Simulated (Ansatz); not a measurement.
From input file to script: Ba2LuRuO6, space group Fm-3m in Ansatz 0.2.0.

```yaml
crystal:
  lattice:
    - [0.0, 4.136, 4.136]
    - [4.136, 0.0, 4.136]
    - [4.136, 4.136, 0.0]
  atoms:
    - { symbol: Ba, position: [0.25, 0.25, 0.25] }
    - { symbol: Ba, position: [0.75, 0.75, 0.75] }
    - { symbol: Lu, position: [0.0, 0.0, 0.0] }
    - { symbol: Ru, position: [0.5, 0.5, 0.5] }
    - { symbol: O, position: [0.7369, 0.2631, 0.2631] }
    - { symbol: O, position: [0.2631, 0.7369, 0.2631] }
    - { symbol: O, position: [0.2631, 0.7369, 0.7369] }
    - { symbol: O, position: [0.7369, 0.2631, 0.7369] }
    - { symbol: O, position: [0.2631, 0.2631, 0.7369] }
    - { symbol: O, position: [0.7369, 0.7369, 0.2631] }
kpoints:
  mp_grid: { grid: [5, 5, 5] }
hamiltonian:
  xc: lda
scf:
  occupations: { method: cold, width: 0.15 }
  n_extra_bands: 4
basis:
  ecutwfc: "51.4 Ry"
output:
  forces: true
  stress: true
  eigenvalues: true
total_charge: -1
```

The program run on that file:
```console
$ ansatz run input.yaml --threads 1 --pin off --max-ram 3072MiB --backend cpu --events-out ev --progress --plain --runs-dir out
scf.n_extra_bands = 4 over 49 filled bands (N_el = 98.0): the run solves 53 bands
Engine: ansatz 0.2.0, aarch64-unknown-linux-gnu
Pseudopotentials: kind: paw
Pseudopotential: Ba, paw, valence charge 10, recommended cutoff 420 eV (normal), Ba.paw.azcp
Pseudopotential: Lu, paw, valence charge 25, recommended cutoff 420 eV (normal), Lu.paw.azcp
Pseudopotential: Ru, paw, valence charge 16, recommended cutoff 420 eV (normal), Ru.paw.azcp
Pseudopotential: O, paw, valence charge 6, recommended cutoff 420 eV (normal), O.paw.azcp
Functional definition: SPW92
  exchange = slater_x
  correlation = pw_c
Crystal: 10 atoms, lattice volume = 141.505 Å³
Basis set: ecut = 699.3326265218916 eV, 5961 PW (Γ)
Bands: 53, of which v1, the nominal top of the filled ones, is band 49 counted from 1 (48 counted from 0)
Symmetry: 48 space group operations
Space group: Fm-3m (ITA 225), of the structure as read, at distance tolerance 5.2e-5 Å
k-points: 10 of 125
Non-local potential: Ba, projectors of the file, l = 0: 3, l = 1: 2, l = 2: 2, l = 3: 2
Non-local potential: Lu, projectors of the file, l = 0: 3, l = 1: 2, l = 2: 2, l = 3: 3
Non-local potential: Ru, projectors of the file, l = 0: 3, l = 1: 2, l = 2: 2, l = 3: 1
Non-local potential: O, projectors of the file, l = 0: 2, l = 1: 2, l = 2: 1
PAW form: soft (Blöchl's): semilocal exchange-correlation on the pseudo side does not see the compensation charge
PAW frozen core: Ba, regenerated for the run's functional, and the local potential with it (the file was generated under x = pbe(κ = 0.804, μ = 0.2195149727645171), c = pbe(β = 0.06672455060314922))
PAW frozen core: Lu, regenerated for the run's functional, and the local potential with it (the file was generated under x = pbe(κ = 0.804, μ = 0.2195149727645171), c = pbe(β = 0.06672455060314922))
PAW frozen core: Ru, regenerated for the run's functional, and the local potential with it (the file was generated under x = pbe(κ = 0.804, μ = 0.2195149727645171), c = pbe(β = 0.06672455060314922))
PAW frozen core: O, regenerated for the run's functional, and the local potential with it (the file was generated under x = pbe(κ = 0.804, μ = 0.2195149727645171), c = pbe(β = 0.06672455060314922))
PAW one-centre angular grid: Ba, 194 points (default); XC on 64 Gauss nodes
PAW one-centre angular grid: Lu, 590 points (default); XC on 64 Gauss nodes
PAW one-centre angular grid: Ru, 590 points (default); XC on 64 Gauss nodes
PAW one-centre angular grid: O, 110 points (default); XC on 64 Gauss nodes
Initial density: superposition of atomic densities (neutral atoms scaled as one to the charged cell's electrons: chi_scale 0, normalization atom), corrected by the library's trained network
Initial wavefunctions: pseudopotential atomic-orbital guess
Functional: x = slater, c = lda
SCF iter   1: F=—  HF=-35141.531800 eV  |F-HF|=—  |Δ(HF+E_count)|=         —  Δρ=7.70e-2  dr2=8.62e0  ethr=1.77e-3  ⟨swp⟩=9.2  Hψ=2824  notcnv=0
preconditioner: auto → Kerker (q_TF=auto, 2.566 Å⁻¹)  [metal: Δε(μ)=0.018 eV  Ē_g=11.516 eV  σ=0.150 eV  W_gap=0.08  n_scr=50 (ndim 8)  ℏωp=29.3 eV  f_vac=0.003  D(μ)=16.42/eV (n_scr^D=258)]
SCF iter   2: F=—  HF=-35141.021911 eV  |F-HF|=—  |Δ(HF+E_count)|=   5.10e-1  S|Δr|=    0.00e0  Δρ=4.85e-2  dr2=3.93e0  ethr=1.77e-3  ⟨swp⟩=2.4  Hψ=952  notcnv=0
SCF iter   3: F=—  HF=-35140.828116 eV  |F-HF|=—  |Δ(HF+E_count)|=   1.94e-1  S|Δr|=    0.00e0  Δρ=3.08e-2  dr2=1.73e0  ethr=1.77e-3  ⟨swp⟩=2.1  Hψ=1106  notcnv=0
SCF iter   4: F=—  HF=-35140.505059 eV  |F-HF|=—  |Δ(HF+E_count)|=   3.23e-1  S|Δr|=    0.00e0  Δρ=1.86e-2  dr2=7.02e-1  ethr=1.76e-3  ⟨swp⟩=2.5  Hψ=1160  notcnv=0
SCF iter   5: F=—  HF=-35140.442745 eV  |F-HF|=—  |Δ(HF+E_count)|=   6.23e-2  S|Δr|=    0.00e0  Δρ=8.80e-3  dr2=1.85e-1  ethr=7.16e-4  ⟨swp⟩=3.2  Hψ=895  notcnv=0
SCF iter   6: F=—  HF=-35140.441889 eV  |F-HF|=—  |Δ(HF+E_count)|=   8.57e-4  S|Δr|=    0.00e0  Δρ=7.47e-3  dr2=1.26e-1  ethr=1.88e-4  ⟨swp⟩=2.7  Hψ=1109  notcnv=0
SCF iter   7: F=—  HF=-35140.393998 eV  |F-HF|=—  |Δ(HF+E_count)|=   4.79e-2  S|Δr|=    0.00e0  Δρ=1.24e-3  dr2=1.68e-3  ethr=1.29e-4  ⟨swp⟩=3.1  Hψ=1185  notcnv=0
SCF iter   8: F=—  HF=-35140.393826 eV  |F-HF|=—  |Δ(HF+E_count)|=   1.72e-4  S|Δr|=    0.00e0  Δρ=4.78e-4  dr2=2.86e-4  ethr=1.71e-6  ⟨swp⟩=2.0  Hψ=1134  notcnv=0
SCF iter   9: F=—  HF=-35140.393625 eV  |F-HF|=—  |Δ(HF+E_count)|=   2.01e-4  S|Δr|=    0.00e0  Δρ=1.61e-4  dr2=3.31e-5  ethr=2.92e-7  ⟨swp⟩=3.0  Hψ=1043  notcnv=0
SCF iter  10: F=—  HF=-35140.393556 eV  |F-HF|=—  |Δ(HF+E_count)|=   6.87e-5  S|Δr|=    0.00e0  Δρ=2.29e-5  dr2=7.33e-7  ethr=3.37e-8  ⟨swp⟩=2.0  Hψ=1021  notcnv=0
SCF iter  11: F=—  HF=-35140.393556 eV  |F-HF|=—  |Δ(HF+E_count)|=   5.19e-8  S|Δr|=    0.00e0  Δρ=1.10e-5  dr2=1.86e-7  ethr=7.48e-10  ⟨swp⟩=2.0  Hψ=1017  notcnv=0
SCF iter  12: F=-35140.393556 eV  HF=-35140.393556 eV  |F-HF|=5.49e-9  |Δ(HF+E_count)|=   9.67e-8  S|Δr|=    0.00e0  Δρ=2.54e-6  dr2=5.88e-9  ethr=1.02e-10  ⟨swp⟩=9.8  Hψ=3608  notcnv=0
SCF 1 converged in 12 iterations: F = -35140.393556 eV  dr2 = 5.88e-9
  greatest PAW one-centre occupation: 0.998 electrons in one spin orbital (limit 2), on the Lu atom at site 2 (counted from 0), in its partial waves of l = 0
SCF converged after 12 iterations
Stability not checked: this state was not tested for a lower state beside it, because cold or Methfessel-Paxton smearing, or corrected tetrahedra, fill the levels in a way that the test cannot read (fill_not_monotonic; see scf.lower_state_search)
Free energy (F): -35140.393556 eV
Harris-Foulkes:  -35140.393556 eV  (|F-HF|=5.49e-9)
Internal energy: -35140.378366 eV  (E = F + TS)
E sigma→0 (E₀):  -35140.388492 eV
Entropy (-TS):   -0.015190 eV (-1.519 meV/atom)
Fermi energy:    12.520126 eV
--- Per-component energies (eV) ---
  E_band       = -125.958802
  E_kinetic    = 2332.502224
  E_local      = -12173.360921  (includes V_loc(G=0)·N_el)
  E_nonlocal   = 1361.802196
  E_hartree    = 4939.166817
  E_xc         = -1187.874387
  E_vxc        = -1344.970066  (∫ρ·V_xc dr)
  E_paw        = -21477.548064  (= ΣΔE_a)
  E_vpaw       = -180.266255  (= ΣTr[D̂ρ^β])
  E_aug_tail   = 0.001527  (compensation charges beyond the density's cutoff)
  E_ewald      = -8939.104637
  E_core_change = 4.036880  (= ΣΔE_core)
  E_smearing   = -0.015190  (= −TS)
  E_closure    = -0.000000  (closes the sum)
  E_deformation_potential = -21.254588  (in the stress; not in F)
  Σ components = -35140.393556   (vs F -35140.393556, Δ=0.00e0)
--- Forces (eV/Å), atoms counted from 1 ---
  atom   1  Ba    -0.00000000     0.00000000     0.00000000
  atom   2  Ba    -0.00000000     0.00000000    -0.00000000
  atom   3  Lu    -0.00000000     0.00000000    -0.00000000
  atom   4  Ru     0.00000000    -0.00000000     0.00000000
  atom   5  O     -0.76277409    -0.00000000    -0.00000000
  atom   6  O      0.00000000    -0.76277409     0.00000000
  atom   7  O      0.76277409     0.00000000     0.00000000
  atom   8  O      0.00000000     0.76277409     0.00000000
  atom   9  O     -0.00000000     0.00000000    -0.76277409
  atom  10  O      0.00000000    -0.00000000     0.76277409
  max |Σ_I F_I| component: 2.23e-16 eV/Å
--- Stress (GPa, compression-positive) ---
      -12.326267       0.000000       0.000000
        0.000000     -12.326267       0.000000
       -0.000000      -0.000000     -12.326267
  P = ⅓ Tr σ = -12.3263 GPa (-123.263 kbar)
--- Band table (eV; the first three rows and the last of 10) ---
  k-point 0: bands = ["-61.1051", "-42.4058", "-31.1885", "-31.1885", "-31.1885", "-14.8404", "-14.6780", "-13.4573", "-13.4573", "-13.4573", "-6.0663", "-5.4409", "-5.4409", "-4.8534", "-4.8534", "-4.8534", "-0.5065", "-0.5065", "-0.5065", "0.0690", "0.0690", "0.0690", "5.9561", "5.9789", "5.9789", "7.3378", "7.3378", "7.3378", "8.3095", "8.3095", "8.3095", "8.6566", "8.6566", "8.6566", "8.8008", "8.8008", "8.8008", "8.8538", "9.6231", "9.6231", "9.6231", "10.4600", "10.4600", "10.4600", "10.4636", "10.4636", "10.4636", "11.8353", "11.8353", "11.8353", "14.8848", "14.8848", "15.4860"]
  k-point 1: bands = ["-61.1051", "-42.4058", "-31.1885", "-31.1885", "-31.1885", "-14.8278", "-14.6917", "-13.4581", "-13.4581", "-13.4506", "-6.0243", "-5.3988", "-5.3988", "-5.0456", "-4.9235", "-4.9235", "-0.4058", "-0.4058", "-0.2546", "0.0638", "0.0638", "0.1798", "6.1407", "6.1407", "6.2148", "7.0908", "7.2867", "7.2867", "8.0111", "8.1916", "8.1916", "8.6208", "8.6208", "8.6416", "8.6846", "8.8095", "8.8095", "8.8551", "9.2855", "9.2855", "9.6574", "9.9500", "10.1288", "10.1288", "10.3283", "10.3283", "10.3786", "12.0109", "12.1113", "12.1113", "15.3638", "15.3638", "15.7892"]
  k-point 2: bands = ["-61.1051", "-42.4058", "-31.1886", "-31.1885", "-31.1885", "-14.7900", "-14.7320", "-13.4593", "-13.4593", "-13.4391", "-5.8596", "-5.4387", "-5.2816", "-5.2816", "-5.0847", "-5.0847", "-0.1861", "-0.1861", "0.0000", "0.0000", "0.1986", "0.3444", "6.4836", "6.4836", "6.5842", "6.9498", "7.1878", "7.1878", "7.3367", "7.8970", "7.8970", "8.3946", "8.5302", "8.5302", "8.7308", "8.8156", "8.8156", "8.8554", "8.9500", "8.9500", "9.2234", "9.7417", "9.7417", "9.7430", "10.0558", "10.0558", "10.2160", "12.2884", "12.4244", "12.4244", "16.1846", "16.1846", "16.2756"]
  k-point 9: bands = ["-61.1051", "-42.4058", "-31.1886", "-31.1886", "-31.1885", "-14.7781", "-14.7440", "-13.4616", "-13.4483", "-13.4381", "-6.0471", "-5.7084", "-5.3187", "-5.1657", "-4.9556", "-4.9329", "-0.0197", "0.0620", "0.0783", "0.1965", "0.2225", "0.2331", "5.7577", "6.2440", "6.5329", "6.7606", "6.8808", "7.1662", "7.5823", "7.9355", "7.9741", "8.4610", "8.5538", "8.6438", "8.6802", "8.7730", "8.8043", "8.8226", "8.8579", "9.2639", "9.3763", "9.5745", "9.5836", "9.6780", "9.8292", "9.9543", "10.1952", "12.1344", "12.4674", "12.7295", "15.3952", "16.0180", "16.7296"]
```

Script `run_deck.py`:
```python
"""Single point of Ba2LuRuO6 through the engine session."""

import json
import warnings

import ansatz as az

warnings.simplefilter("ignore", az.DeckWarning)

settings = {
    "crystal": {
        "lattice": [[0.0, 4.136, 4.136], [4.136, 0.0, 4.136], [4.136, 4.136, 0.0]],
        "atoms": [
            {"symbol": "Ba", "position": [0.25, 0.25, 0.25]},
            {"symbol": "Ba", "position": [0.75, 0.75, 0.75]},
            {"symbol": "Lu", "position": [0.0, 0.0, 0.0]},
            {"symbol": "Ru", "position": [0.5, 0.5, 0.5]},
            {"symbol": "O", "position": [0.7369, 0.2631, 0.2631]},
            {"symbol": "O", "position": [0.2631, 0.7369, 0.2631]},
            {"symbol": "O", "position": [0.2631, 0.7369, 0.7369]},
            {"symbol": "O", "position": [0.7369, 0.2631, 0.7369]},
            {"symbol": "O", "position": [0.2631, 0.2631, 0.7369]},
            {"symbol": "O", "position": [0.7369, 0.7369, 0.2631]},
        ],
    },
    "kpoints": {"mp_grid": {"grid": [5, 5, 5]}},
    "hamiltonian": {"xc": "lda"},
    "scf": {"occupations": {"method": "cold", "width": 0.15}, "n_extra_bands": 4},
    "basis": {"ecutwfc": "51.4 Ry"},
    "output": {"forces": True, "stress": True, "eigenvalues": True},
    "total_charge": -1,
}

planned = az.Session.from_dict(settings).plan(threads=1, pin="off")
out = planned.execute()
summary = out.report

energy = summary["free_energy_ev"]
print("Ba2LuRuO6: {:.6f} eV = {:.6f} Ry = {:.6f} Ha".format(energy, energy / 13.605693, energy / 27.211386))
print("Fermi level {:.4f} eV, {} k-points, {} symmetry operations".format(summary["fermi_energy_ev"], summary["n_kpoints"], summary["n_symmetry_ops"]))

fermi = summary["fermi_energy_ev"]
print("levels less the Fermi level (eV) at the first k-points")
for k, levels in list(zip(summary["kpoints_frac"], summary["eigenvalues_ev"]))[:6]:
    print("k = ({:.3f}, {:.3f}, {:.3f})".format(*k))
    print("   ", " ".join(f"{e - fermi:.3f}" for e in levels))

keep = ["free_energy_ev", "energy_sigma0_ev", "fermi_energy_ev", "n_iterations", "converged", "magnetization_mub", "n_kpoints"]
with open("ba2luruo6.json", "w") as handle:
    json.dump({key: summary[key] for key in keep}, handle, indent=1)
```

Output of `python run_deck.py`:
```text
Ba2LuRuO6: -35140.393556 eV = -2582.771312 Ry = -1291.385656 Ha
Fermi level 12.5201 eV, 10 k-points, 48 symmetry operations
levels less the Fermi level (eV) at the first k-points
k = (0.000, 0.000, 0.000)
    -73.625 -54.926 -43.709 -43.709 -43.709 -27.360 -27.198 -25.977 -25.977 -25.977 -18.586 -17.961 -17.961 -17.374 -17.374 -17.374 -13.027 -13.027 -13.027 -12.451 -12.451 -12.451 -6.564 -6.541 -6.541 -5.182 -5.182 -5.182 -4.211 -4.211 -4.211 -3.863 -3.863 -3.863 -3.719 -3.719 -3.719 -3.666 -2.897 -2.897 -2.897 -2.060 -2.060 -2.060 -2.057 -2.057 -2.057 -0.685 -0.685 -0.685 2.365 2.365 2.966
k = (0.000, 0.000, 0.200)
    -73.625 -54.926 -43.709 -43.709 -43.709 -27.348 -27.212 -25.978 -25.978 -25.971 -18.544 -17.919 -17.919 -17.566 -17.444 -17.444 -12.926 -12.926 -12.775 -12.456 -12.456 -12.340 -6.379 -6.379 -6.305 -5.429 -5.233 -5.233 -4.509 -4.329 -4.329 -3.899 -3.899 -3.879 -3.836 -3.711 -3.711 -3.665 -3.235 -3.235 -2.863 -2.570 -2.391 -2.391 -2.192 -2.192 -2.142 -0.509 -0.409 -0.409 2.844 2.844 3.269
k = (0.000, 0.000, 0.400)
    -73.625 -54.926 -43.709 -43.709 -43.709 -27.310 -27.252 -25.979 -25.979 -25.959 -18.380 -17.959 -17.802 -17.802 -17.605 -17.605 -12.706 -12.706 -12.520 -12.520 -12.322 -12.176 -6.037 -6.037 -5.936 -5.570 -5.332 -5.332 -5.183 -4.623 -4.623 -4.126 -3.990 -3.990 -3.789 -3.705 -3.705 -3.665 -3.570 -3.570 -3.297 -2.778 -2.778 -2.777 -2.464 -2.464 -2.304 -0.232 -0.096 -0.096 3.665 3.665 3.756
k = (0.000, 0.200, 0.200)
    -73.625 -54.926 -43.709 -43.709 -43.709 -27.346 -27.213 -25.979 -25.979 -25.968 -18.592 -17.952 -17.816 -17.674 -17.426 -17.426 -12.854 -12.854 -12.775 -12.420 -12.420 -12.366 -6.600 -6.544 -5.846 -5.551 -5.250 -5.250 -4.711 -4.291 -4.291 -3.948 -3.883 -3.883 -3.794 -3.722 -3.722 -3.665 -3.223 -3.223 -3.094 -2.826 -2.393 -2.393 -2.184 -2.184 -2.078 -0.796 -0.195 -0.195 2.859 3.018 3.085
k = (0.000, 0.200, 0.400)
    -73.625 -54.926 -43.709 -43.709 -43.709 -27.322 -27.240 -25.980 -25.977 -25.959 -18.564 -17.989 -17.899 -17.639 -17.523 -17.518 -12.679 -12.673 -12.439 -12.425 -12.411 -12.242 -6.505 -6.381 -5.901 -5.680 -5.364 -5.337 -4.910 -4.493 -4.454 -4.052 -3.957 -3.888 -3.866 -3.706 -3.665 -3.654 -3.545 -3.526 -3.090 -3.005 -2.741 -2.615 -2.560 -2.493 -2.194 -0.572 0.016 0.047 3.239 3.362 3.725
k = (0.000, 0.200, -0.400)
    -73.625 -54.926 -43.709 -43.709 -43.709 -27.289 -27.274 -25.980 -25.972 -25.960 -18.437 -18.186 -17.774 -17.690 -17.652 -17.493 -12.597 -12.527 -12.500 -12.456 -12.250 -12.225 -6.513 -6.032 -5.906 -5.623 -5.547 -5.366 -5.115 -4.673 -4.509 -4.042 -3.977 -3.963 -3.809 -3.780 -3.734 -3.664 -3.653 -3.455 -3.216 -2.917 -2.888 -2.845 -2.618 -2.570 -2.371 -0.202 -0.065 0.038 3.263 3.741 3.958
```

Caveats:
- The settings weren't tested for convergence.
- Spin is left out of this run.
- The computed bands are complete only to about 3.0 eV above the Fermi level.
- For a metal this k-point mesh is coarse: on a finer one energies can move by several to tens of meV an atom and pressures by half a GPa or more, differences at one mesh by less.
- The zero of the levels is a convention of the potentials, so an absolute Fermi energy is no work function.
- At these settings the cell as given stands under about -12 GPa, so it isn't at this functional's equilibrium volume.
- The structure is a deposited one; some such entries were measured under pressure or heat, so a shift against it needn't be the functional's error alone.
- Levels are Kohn-Sham eigenvalues on this mesh, without spin-orbit coupling.
- Finished in 14 s on 1 thread of Arm Neoverse V2, on a shared host, peak memory 0.64 GiB.

(Lines on the test bed's own set-up are left out of the output.)
